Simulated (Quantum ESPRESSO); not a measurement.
A calculation with Quantum ESPRESSO 7.5 of WI3F (native input, structure typed inline):

pw.in

```
&CONTROL
  calculation = 'scf'
  prefix = 'pwscf'
  outdir = './tmp'
  pseudo_dir = './pseudo'
  tprnfor = .true.
  tstress = .true.
  disk_io = 'nowf'
/
&SYSTEM
  ibrav = 0
  nat = 5
  ntyp = 3
  ecutwfc = 55
  ecutrho = 440
  nbnd = 30
  occupations = 'smearing'
  smearing = 'fd'
  degauss = 0.00367493
/
&ELECTRONS
  conv_thr = 1d-09
  electron_maxstep = 120
  mixing_beta = 0.5
/
ATOMIC_SPECIES
W    183.8400 W_pbe_v1.2.uspp.F.UPF
I    126.9045 I.pbe-n-kjpaw_psl.0.2.UPF
F     18.9984 f_pbe_v1.4.uspp.F.UPF
CELL_PARAMETERS angstrom
   5.6246033100    0.0000000000    0.0000000000
   0.0000000000    5.6246033100    0.0000000000
   0.0000000000    0.0000000000    5.6246033100
ATOMIC_POSITIONS crystal
W      0.0000000000    0.0000000000    0.0000000000
I      0.0000000000    0.5000000000    0.5000000000
I      0.5000000000    0.0000000000    0.5000000000
I      0.5000000000    0.5000000000    0.0000000000
F      0.5000000000    0.5000000000    0.5000000000
K_POINTS automatic
5 5 5 0 0 0
```

Potentials or basis: SSSP 1.3 efficiency PBE.

Command:

```sh
$ OMP_NUM_THREADS=1 pw.x -in pw.in > pw.out
```

The cell was built by a generator and needn't be a form met in nature.

Question: Write the same calculation in another form: ASE script, structure from a P1 CIF.

Answer: As run:

run.py

```python
import numpy as np
from ase.calculators.espresso import Espresso, EspressoProfile
from ase.io import read

atoms = read('WI3F.cif')

input_data = {
    'control': {'calculation': 'scf', 'prefix': 'pwscf', 'outdir': './tmp', 'tprnfor': True, 'tstress': True, 'disk_io': 'nowf'},
    'system': {'ecutwfc': 55.0, 'ecutrho': 440.0, 'nbnd': 30, 'occupations': 'smearing', 'smearing': 'fd', 'degauss': 0.00367493},
    'electrons': {'conv_thr': 1e-09, 'electron_maxstep': 120, 'mixing_beta': 0.5},
}
pseudopotentials = {'W': 'W_pbe_v1.2.uspp.F.UPF', 'F': 'f_pbe_v1.4.uspp.F.UPF', 'I': 'I.pbe-n-kjpaw_psl.0.2.UPF'}
profile = EspressoProfile(command='pw.x', pseudo_dir='pseudo')
dft = Espresso(profile=profile, input_data=input_data, pseudopotentials=pseudopotentials, kpts=(5, 5, 5), koffset=(0, 0, 0))
atoms.calc = dft

print(f'energy {atoms.get_potential_energy():.8f} eV')
print('forces (eV/A)')
print(np.round(atoms.get_forces(), 6))
print('stress (eV/A^3, Voigt)')
print(np.round(atoms.get_stress(), 8))
print(f'Fermi level {dft.get_fermi_level():.4f} eV')
```

WI3F.cif

```cif
data_WI3F
_cell_length_a 5.62460331
_cell_length_b 5.62460331
_cell_length_c 5.62460331
_cell_angle_alpha 90.00000000
_cell_angle_beta 90.00000000
_cell_angle_gamma 90.00000000
_space_group_name_H-M_alt 'P1'
_space_group_name_Hall 'P 1'
_space_group_IT_number 1
loop_
_space_group_symop_operation_xyz
'x,y,z'
loop_
_atom_site_label
_atom_site_type_symbol
_atom_site_symmetry_multiplicity
_atom_site_Wyckoff_symbol
_atom_site_fract_x
_atom_site_fract_y
_atom_site_fract_z
_atom_site_occupancy
W1 W 1 a 0.0000000000 0.0000000000 0.0000000000 1
I1 I 1 a 0.0000000000 0.5000000000 0.5000000000 1
I2 I 1 a 0.5000000000 0.0000000000 0.5000000000 1
I3 I 1 a 0.5000000000 0.5000000000 0.0000000000 1
F1 F 1 a 0.5000000000 0.5000000000 0.5000000000 1
```

Potentials or basis: SSSP 1.3 efficiency PBE.

Run with:

```sh
$ OMP_NUM_THREADS=1 python run.py
```

Both were run:

|  | native input, structure typed inline | ASE script, structure from a P1 CIF |
| --- | --- | --- |
| Pressure | -5.9 GPa | -5.9 GPa |
| Band gap on the k mesh | none (metal or under the smearing width) | none (metal or under the smearing width) |

Keys that steer only the numerical path or the files written may differ.
